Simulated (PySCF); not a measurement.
# [Ho(H2O)3]3+: other functionals and bases at one geometry

The task here is to estimate one member of a computed series from the others.

The runs use PySCF 2.14.0; several levels, as the steps say, no spin–orbit coupling.

1 further run of the same task is left out (for a known fault of the program).

## The starting structure

10 atoms, charge 3, spin multiplicity 1.

Bond lengths: Ho1–O2 2.235 Å, Ho1–O5 2.235 Å, Ho1–O8 2.235 Å, O2–H3 0.989 Å, O2–H4 0.989 Å, O5–H6 0.989 Å, O5–H7 0.989 Å, O8–H9 0.989 Å, O8–H10 0.989 Å. Angles: O2–Ho1–O5 120.0°, O2–Ho1–O8 120.0°, O5–Ho1–O8 120.0°, Ho1–O2–H3 128.6°, Ho1–O2–H4 128.6°, H3–O2–H4 102.8°, Ho1–O5–H6 128.6°, Ho1–O5–H7 128.6°, H6–O5–H7 102.8°, Ho1–O8–H9 128.6°, Ho1–O8–H10 128.6°, H9–O8–H10 102.8°.

Coordinates:

```xyz
10
H6HoO3
Ho    0.00000    0.00000    0.00000
O     2.23462   -0.00001    0.00000
H     2.85174    0.74290    0.21267
H     2.85173   -0.74293   -0.21267
O    -1.11730    1.93525    0.00000
H    -2.06924    2.09823    0.21267
H    -0.78247    2.84114   -0.21267
O    -1.11732   -1.93524    0.00000
H    -0.78250   -2.84113    0.21267
H    -2.06926   -2.09821   -0.21267
```

Formal oxidation states: Ho +3. Each metal's 10 4f electrons lie in its core potential, so multiplicities, spins and levels count the valence alone. An earlier session relaxed this geometry at PBE0, Ho lcecp-1-SVP with ECP56, O def2-SVP, H def2-SVP (singlet, point group D3).

At PBE0 on the finer grid: E = -265.443371 Eh, HOMO -25.43 eV, LUMO -17.15 eV, Mulliken charge on Ho1 +1.95 e, largest force component 0.005 eV/Å. 

Levels to run: TPSSh; PBE; PBE0, TZVP. Hardware: 2 threads of Arm Neoverse V2, shared host.

Set-up of the first run:

run.py (the lines that set the calculation) reads:

```python
mol = gto.M(atom='''
Ho     0.00000     0.00000     0.00000
O      2.23462    -0.00001     0.00000
H      2.85174     0.74290     0.21267
H      2.85173    -0.74293    -0.21267
O     -1.11730     1.93525     0.00000
H     -2.06924     2.09823     0.21267
H     -0.78247     2.84114    -0.21267
O     -1.11732    -1.93524     0.00000
H     -0.78250    -2.84113     0.21267
H     -2.06926    -2.09821    -0.21267''',
    basis={'Ho': 'lcecp-1-SVP', 'O': 'def2-SVP', 'H': 'def2-SVP'},
    ecp={'Ho': 'lcecp-1-SVP'},
    charge=3, spin=0)
mf = dft.RKS(mol, xc='TPSSH')
mf.grids.atom_grid = (75, 302)  # f atoms: unpruned, at least (60, 302)
mf = mf.density_fit()  # fitting sets: Ho AutoAux, O def2-universal-JKFIT, H def2-universal-JKFIT
mf.conv_tol = 1e-08; mf.max_cycle = 55
mf.kernel(dm0)  # dm0: the density of the relaxed state
```

Started as:

```
$ OMP_NUM_THREADS=2 python run.py
```

Steps of the session up to this table: TPSSh; PBE; PBE0, TZVP.

One of the session's tables, all rows but one given; the rest of the session is left out.

| level | HOMO (eV) | gap (eV) | charge on Ho1 (e) | largest force component (eV/Å) |
| --- | --- | --- | --- | --- |
| PBE0 (relaxed here) | -25.43 | 8.28 | 1.95 | 0.00 |
| TPSSh | -24.39 | 6.96 | 1.92 | 0.23 |
| PBE | -23.58 | 5.52 | 1.81 | 0.50 |
| PBE0, TZVP | ? | ? | ? | ? |

**Question.** Estimate the row for PBE0, TZVP.

The run gave: HOMO (eV): -25.42; gap (eV): 8.35; charge on Ho1 (e): 2.20; largest force component (eV/Å): 0.31. In the column «HOMO (eV)» it lies between PBE0 (relaxed here) (-25.43) and TPSSh (-24.39).

In one basis the HOMO–LUMO gap runs from 5.52 eV (PBE) to 8.28 eV (PBE0). The largest leftover force, 0.50 eV/Å with PBE, stands at a geometry relaxed at another level. With 4f in the core, its levels are missing from HOMO and gap, and its count is fixed, so no charge can pass from the ligands into it. Total energies of different levels can't be compared.
